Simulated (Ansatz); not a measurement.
**InSb3 under changes of volume**

One of the cells (27.318 Å³/atom); the others are scaled copies at fixed shape and fractional positions:

```
Sb In
1.0
     0.00000    3.79455    3.79455
     3.79455    0.00000    3.79455
     3.79455    3.79455    0.00000
Sb In
3 1
Direct
  0.50000 0.50000 0.50000
  0.75000 0.75000 0.75000
  0.25000 0.25000 0.25000
  0.00000 0.00000 0.00000
```

The cell comes from a database or a generator and needn't be the stable form of this composition.

- Program: Ansatz 0.2.0
- Functional: PBE
- Potentials or basis: Ansatz PAW
- Cutoff: 420 eV (not typed: the program's choice for these potentials)
- k mesh: 6 × 6 × 6
- Occupations: fermi-dirac, width 0.05 eV
- Spin: no spin polarisation

```csv
volume (Å³/atom),energy over the lowest point (meV/atom),pressure (GPa)
25.679,?,?
26.226,5.89,2.1
26.772,1.04,0.9
27.318,0.00,-0.2
27.865,2.28,-1.1
28.411,7.53,-1.9
28.957,15.47,-2.7
```

Task: What does the run at 25.679 Å³/atom give?

Result: Energy over the lowest point 15.09 meV/atom; pressure 3.4 GPa.

Worked out: A Birch-Murnaghan fit of order 3 (a polynomial in V^(-2/3)) to the other rows has its minimum at 27.21 Å³/atom with B0 = V·E''(V) = 50 GPa and B' = 4.8. It gives 14.96 meV/atom at 25.679 Å³/atom, against the run's 15.09, and -dE/dV = 3.3 GPa, against 3.4.

Energies are extrapolated to zero smearing.
